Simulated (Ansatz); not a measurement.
**FGeHI radical: a ladder of functionals and wavefunction methods**

Aim: compute FGeHI radical with functionals from several rungs and with coupled cluster, and see how far each lands from CCSD(T) at the basis-set limit for the atomisation energy.

The runs use Ansatz 0.2.0, Gaussian basis; functionals in def2-TZVPP, the program's frozen cores in correlated methods.

Levels to be run: LDA (SPW92), PBE-D4, revPBE-D4, BLYP-D4, r2SCAN-D4, B97M-V, PBE0-D4, B3LYP-D4, r2SCANh-D4, r2SCAN0-D4, HSE06-D4, BHLYP-D4, CAM-B3LYP-D4, LC-ωPBE, ωB97X-V, ωB97M-V, B2PLYP, PBE-QIDH; CCSD(T)/def2-SVP; CCSD(T)/def2-TZVPP; MP2/def2-QZVPP; extrapolation to the limit; RPA on PBE.

1 further run of the same task is left out (for a known fault of the program). Runs told in other sessions of the task aren't counted.

## Step 1: The relaxed structure

An earlier PBE0-D4 in a triple-zeta def2 set relaxation fixed the geometry. I takes the def2 core potential; no spin-orbit term is included.

SMILES `[F][GeH][I]`, 4 atoms, charge 0, spin multiplicity 2.

Atoms are counted from 1 here; the program's logs count them from 0.

Bond lengths: F1–Ge2 1.741 Å, Ge2–I3 2.510 Å, Ge2–H4 1.560 Å. Angles: F1–Ge2–I3 107.2°, F1–Ge2–H4 104.4°, I3–Ge2–H4 110.0°.

## Step 2: LDA

This LDA is Slater exchange with PW92 correlation.

in.yaml reads:

```yaml
crystal:
  periodic: [false, false, false]
  atoms:
    - {symbol: F, position_ang: [-1.455477, -0.233736, 0.778659]}
    - {symbol: Ge, position_ang: [0.014007, 0.509372, 0.211967]}
    - {symbol: I, position_ang: [1.798468, -1.255869, 0.249113]}
    - {symbol: H, position_ang: [-0.301398, 0.920033, -1.260038]}
basis:
  gaussian: {orbitals: def2-TZVPP}
magnetization: {spin_polarized: true, initial_magnetization: 1}
hamiltonian: {xc: lda}
output: {orbitals: {seedname: orbitals}}
```

Started as:

```
$ ansatz run in.yaml --threads 4 --pin off --events-out ev --progress --plain --max-ram 10444MiB
```

After this run come: PBE-D4 (GGA); revPBE-D4 (GGA); BLYP-D4 (GGA); r2SCAN-D4 (meta-GGA); B97M-V (meta-GGA); B3LYP-D4 (hybrid); r2SCANh-D4 (hybrid); r2SCAN0-D4 (hybrid); HSE06-D4 (hybrid); BHLYP-D4 (hybrid); CAM-B3LYP-D4 (range-separated); LC-ωPBE (range-separated); ωB97X-V (range-separated); ωB97M-V (range-separated); B2PLYP (double hybrid); PBE-QIDH (double hybrid); CCSD(T) in def2-SVP; CCSD(T) in def2-TZVPP; MP2 in def2-QZVPP; RPA on PBE orbitals.

Before running them: what should the planned runs give, taken together? Wanted: atomisation energy, CCSD(T)/CBS; farthest beyond LDA; mean size of error, GGA; mean size of error, meta-GGA; mean size of error, hybrid; mean size of error, range-separated; mean size of error, double hybrid; gap, smallest and largest; T1 diagnostic.

The runs gave:

| quantity | value |
| --- | --- |
| atomisation energy, CCSD(T)/CBS | 237.3 kcal/mol |
| functionals within 2.4 kcal/mol (1.0 %) | revPBE-D4, BLYP-D4, B97M-V, PBE0-D4, r2SCANh-D4, HSE06-D4, ωB97X-V |
| farthest beyond LDA | BHLYP-D4 (-13.8 kcal/mol) |
| mean size of error, GGA | 3.1 kcal/mol |
| mean size of error, meta-GGA | 3.2 kcal/mol |
| mean size of error, hybrid | 4.4 kcal/mol |
| mean size of error, range-separated | 3.2 kcal/mol |
| mean size of error, double hybrid | 4.1 kcal/mol |
| gap, smallest and largest | 0.79 eV (LDA (SPW92)), 7.86 eV (LC-ωPBE) |
| T1 diagnostic | 0.0130 |
| triples share of the correlation energy | 2.7 % |

What this shows: LDA overbinds by 45.9 kcal/mol (19 %). PBE-D4 misses by +6.9 kcal/mol. Double hybrids carry the basis error of their MP2 part in triple zeta, and no dispersion term here, so their miss is partly the set-up's. Taken by rung, GGA functionals do best (3.1 kcal/mol on average) and hybrid ones worst beyond LDA (4.4 kcal/mol). double hybrid functionals lie within the reference's doubt of that worst mean (4.1 kcal/mol), so those two tie. The gap between the best rungs is small, so their order is not settled. The mean of the hybrids holds BHLYP, with half exact exchange. The reference freezes the cores and leaves out spin-orbit coupling and excitations past (T), and its outer-core shells are covered unevenly, so misses under about 2.4 kcal/mol can't be ranked. All levels share the lack of spin-orbit coupling, which lowers the free heavy atoms and so the true binding. Hartree-Fock recovers 67 % of the binding; the rest is correlation. CCSD(T) in def2-SVP is off by -24.4 kcal/mol, more than most functionals: a good method in a small basis is no reference. Orbital gaps span 0.8 to 7.9 eV; exact exchange widens them. Correlated methods include outer-core shells of Ge, I, which these sets cover unevenly.
